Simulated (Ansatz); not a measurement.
# HfPd2N4: the cost of one run

Method: DFT PBE, scalar-relativistic, plane waves, PAW, unless a step names another level, in Ansatz 0.2.0.

6 further runs of the same task are left out: 5 that didn't finish, 1 set aside as unsound or not needed. Runs told in other sessions of the task aren't counted.

### Step 1. The starting structure

It takes space group I-42d (No. 122, tetragonal). The conventional cell has a = 8.430 Å, b = 8.430 Å, c = 4.612 Å, α = 90.00°, β = 90.00°, γ = 90.00°. Hf (site symmetry -4) is surrounded by 8 N at 2.16 to 2.44 Å. Pd (site symmetry 2) is surrounded by 4 N at 2.13 to 2.25 Å. N (site symmetry 1) has 1 N at 1.43 Å and 2 Pd at 2.13 to 2.25 Å and 1 Hf at 2.16 Å in its first shell of neighbours.

Structure file:

```xyz
14
Lattice="-4.2149 4.2149 2.3061 4.2149 -4.2149 2.3061 4.2149 4.2149 -2.3061" Properties=species:S:1:pos:R:3 pbc="T T T"
Hf    0.0000    4.2149    1.1530
Hf    0.0000    0.0000    0.0000
Pd    2.1075   -1.3943    1.7295
Pd    2.1075    5.6093   -0.5765
Pd    1.3943    2.1075    2.8826
Pd    2.8206    2.1075    0.5765
N     1.7817    0.0747    3.3985
N     2.4333    4.1403    1.0925
N     4.2896    2.4333   -1.0925
N     4.1403   -1.7817    2.2455
N     2.4333    0.0747    0.0605
N     4.2896    1.7817    2.2455
N     5.9966   -0.0747    0.0605
N    -0.0747    1.7817    1.2136
```

It came out lowest among 21 distinct ends of the trial cells. At a tolerance of 0.05 Å it has space group I-42d (No. 122).

### Step 2. A stricter relaxation, on the response runs' mesh and smearing

Input file input.yaml:

```yaml
crystal:
  lattice:
    - [-4.2149472164, 4.2149472164, 2.306052678]
    - [4.2149472164, -4.2149472164, 2.306052678]
    - [4.2149472164, 4.2149472164, -2.306052678]
  atoms:
    - { symbol: Hf, position: [0.75, 0.25, 0.5] }
    - { symbol: Hf, position: [0.0, 0.0, 0.0] }
    - { symbol: Pd, position: [0.209598603, 0.625, 0.084598603] }
    - { symbol: Pd, position: [0.540401397, 0.125, 0.915401397] }
    - { symbol: Pd, position: [0.875, 0.790401397, 0.415401397] }
    - { symbol: Pd, position: [0.375, 0.459598603, 0.584598603] }
    - { symbol: "N", position: [0.7457322977, 0.9482260174, 0.2202139725] }
    - { symbol: "N", position: [0.7280120449, 0.5255183252, 0.7797860275] }
    - { symbol: "N", position: [0.0517739826, 0.2719879551, 0.7975062802] }
    - { symbol: "N", position: [0.2755183252, 0.9780120449, 0.2797860275] }
    - { symbol: "N", position: [0.0219879551, 0.3017739826, 0.2975062802] }
    - { symbol: "N", position: [0.6982260174, 0.9957322977, 0.7202139725] }
    - { symbol: "N", position: [0.0042677023, 0.7244816748, 0.7024937198] }
    - { symbol: "N", position: [0.4744816748, 0.2542677023, 0.2024937198] }
basis:
  ecutwfc: 420
kpoints:
  mp_grid: { grid: [8, 8, 8] }
hamiltonian:
  xc: pbe
scf:
  occupations: { method: gaussian, width: 0.1 }
output:
  forces: true
  stress: true
  eigenvalues: true
relax:
  adjacent_minimum: "off"
  f_tol: 0.001
  max_steps: 60
  cell: { stress_tol: 0.01 }
```

Command:

```sh
$ ansatz run input.yaml --threads 3 --pin off --max-ram 7680MiB --backend cpu --events-out ev --progress --plain --runs-dir out
```

Q: Estimate wall time and peak memory on 3 threads of Intel Xeon 6975P-C (Granite Rapids), shared host.

About 3.3 min, with a peak of 1.1 GiB.
